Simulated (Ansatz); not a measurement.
# GeH6O2Si: how energies converge with the basis set

An exercise on one series of results from a longer session: the logs are not shown, and one member is left open.

Computed with Ansatz 0.2.0, Gaussian basis. Level: one geometry, several basis sets.

Plan: PBE0-D4/def2-SVP; ωB97M-V/def2-SVP; PBE0-D4/def2-QZVPP; ωB97M-V/def2-QZVPP; the functionals' def2-TZVPP values are taken from earlier runs.

## Structure used throughout

All runs share one geometry, relaxed beforehand with PBE0-D4 in a triple-zeta def2 set.

10 atoms, charge 0, spin multiplicity 1.

Atoms are counted from 1 here; the program's logs count them from 0.

Bond lengths: O1–Si2 1.644 Å, O1–H5 0.958 Å, Si2–O3 1.644 Å, Si2–Ge4 2.390 Å, Si2–H6 1.477 Å, O3–H7 0.958 Å, Ge4–H8 1.545 Å, Ge4–H9 1.538 Å, Ge4–H10 1.538 Å. Angles: Si2–O1–H5 119.0°, O1–Si2–O3 113.8°, O1–Si2–Ge4 109.6°, O1–Si2–H6 105.1°, O3–Si2–Ge4 109.6°, O3–Si2–H6 105.1°, Ge4–Si2–H6 113.7°, Si2–O3–H7 119.0°, Si2–Ge4–H8 109.8°, Si2–Ge4–H9 112.0°, Si2–Ge4–H10 112.0°, H8–Ge4–H9 107.3°, H8–Ge4–H10 107.3°, H9–Ge4–H10 108.4°.

Set-up of the first run:

in.yaml

```yaml
crystal:
  periodic: [false, false, false]
  atoms:
    - {symbol: O, position_ang: [-1.523229, 1.358451, 0.202314]}
    - {symbol: Si, position_ang: [0.066069, 0.939834, 0.256745]}
    - {symbol: O, position_ang: [0.951449, 1.530695, -0.996714]}
    - {symbol: Ge, position_ang: [0.266520, -1.440809, 0.326269]}
    - {symbol: H, position_ang: [-2.113504, 0.865173, -0.368002]}
    - {symbol: H, position_ang: [0.600140, 1.615278, 1.456736]}
    - {symbol: H, position_ang: [0.925236, 1.074724, -1.838387]}
    - {symbol: H, position_ang: [-0.310063, -2.051868, -0.970214]}
    - {symbol: H, position_ang: [-0.512821, -2.050477, 1.503917]}
    - {symbol: H, position_ang: [1.733303, -1.892100, 0.430235]}
basis:
  gaussian: {orbitals: def2-SVP}
hamiltonian: {xc: pbe0, dispersion: d4}
output: {orbitals: {seedname: orbitals}}
```

Launch:

```sh
$ ansatz run in.yaml --threads 4 --pin off --events-out ev --progress --plain --max-ram 10444MiB
```

Steps of the session up to this table: PBE0-D4 in def2-SVP; ωB97M-V in def2-SVP; PBE0-D4 in def2-QZVPP; ωB97M-V in def2-QZVPP.

One of the session's tables, all rows but one given; the rest of the session is left out.

| functional | basis | HOMO (eV) | LUMO (eV) |
| --- | --- | --- | --- |
| PBE0-D4 | def2-SVP | -7.67 | 0.20 |
| PBE0-D4 | def2-TZVPP | -7.78 | -0.16 |
| PBE0-D4 | def2-QZVPP | ? | ? |
| ωB97M-V | def2-SVP | -9.72 | 2.00 |
| ωB97M-V | def2-TZVPP | -9.85 | 1.46 |
| ωB97M-V | def2-QZVPP | -9.87 | 1.04 |

**Question.** Estimate the row for PBE0-D4, def2-QZVPP.

As computed: HOMO (eV): -7.80; LUMO (eV): -0.36. In the column «HOMO (eV)» it lies between ωB97M-V, def2-SVP (-9.72) and PBE0-D4, def2-TZVPP (-7.78).
